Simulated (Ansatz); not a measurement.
Working through an equation of state with a fit of Li2Si, space group R-3m

With the Ansatz DFT code, driven from Python.

The cells in order, each with its output:

In [1]:
```python
import ansatz as az
import numpy as np
from scipy.optimize import curve_fit
```

In [2]:
```python
vectors0 = np.array([
    [2.17097, 1.25341, 6.13243],
    [-2.17097, 1.25341, 6.13243],
    [0.0, -2.50682, 6.13243],
])
sites = [
    ("Li", [0.359, 0.359, 0.359]),
    ("Li", [0.641, 0.641, 0.641]),
    ("Li", [0.79495, 0.79495, 0.79495]),
    ("Li", [0.20505, 0.20505, 0.20505]),
    ("Si", [0.06147, 0.06147, 0.06147]),
    ("Si", [0.93853, 0.93853, 0.93853]),
]
```

In [3]:
```python
def on_lattice(cell):
    crystal = az.Crystal(lattice=az.Lattice.of(cell))
    for symbol, position in sites:
        crystal = crystal.atom(symbol, position)
    return crystal
```

In [4]:
```python
def vinet(v, e0, v0, b0, b1):
    eta = (v / v0) ** (1 / 3)
    return e0 + 2 * b0 * v0 / (b1 - 1) ** 2 * (2 - (5 + 3 * b1 * (eta - 1) - 3 * eta) * np.exp(-1.5 * (b1 - 1) * (eta - 1)))
```

In [5]:
```python
# uniform scaling of the cell
volumes, energies = [], []
for scale in np.linspace(0.95, 1.07, 5):
    cell = vectors0 * scale ** (1 / 3)
    base = (
        on_lattice(cell).calculation()
        .functional("PBEsol")
        .pseudopotentials("paw")
        .occupations("methfessel_paxton", width=0.1)
        .basis(500)
        .kpoints(6, 6, 6)
    )
    data = base.run().report
    volumes.append(abs(np.linalg.det(cell)) / len(sites))
    energies.append(data["free_energy_ev"] / len(sites))
    print(f"V = {volumes[-1]:8.4f} A^3/atom  F = {energies[-1]:.5f} eV/atom")
```
```text
V =  15.8527 A^3/atom  F = -342.71533 eV/atom
V =  16.3533 A^3/atom  F = -342.71843 eV/atom
V =  16.8539 A^3/atom  F = -342.71762 eV/atom
V =  17.3545 A^3/atom  F = -342.71342 eV/atom
V =  17.8551 A^3/atom  F = -342.70630 eV/atom
```

In [6]:
```python
guess = (min(energies), volumes[int(np.argmin(energies))], 0.5, 4.5)
(e0, v0, b0, b1), _ = curve_fit(vinet, np.array(volumes), np.array(energies), p0=guess, maxfev=20000)
print(f"Vinet fit: V0 = {v0:.4f} A^3/atom, B0 = {160.21766 * b0:.1f} GPa, B1 = {b1:.2f}")
print("largest residual", round(1000 * float(np.abs(vinet(np.array(volumes), e0, v0, b0, b1) - energies).max()), 3), "meV/atom")
```
```text
Vinet fit: V0 = 16.4909 A^3/atom, B0 = 39.6 GPa, B1 = 3.80
largest residual 0.001 meV/atom
```

A third-order Birch-Murnaghan fit through the 5 points (the script's own form differs a little) has its minimum at 16.49 Å³ an atom, 1.2 % below the typed cell, with a bulk modulus of 40 GPa and dB/dP = 3.8. From that minimum the energy rises by 3.3 meV an atom on the compressed side and 12.3 meV on the expanded side.

Reading the output:
- Absolute energies stand on the zero of these potentials, so only differences at equal settings mean something.
- Shape and fractional positions are held along the curve, so the bulk modulus is an upper value where they are free to relax.
- For a metal this k-point mesh is coarse: on a finer one energies can move by several to tens of meV an atom and pressures by half a GPa or more, differences at one mesh by less.
- The structure comes from a database of computed cells and needn't be a stable or known phase.
- The whole script took 14 s on 1 thread of Arm Neoverse V2 (shared host), peak memory 0.47 GiB.
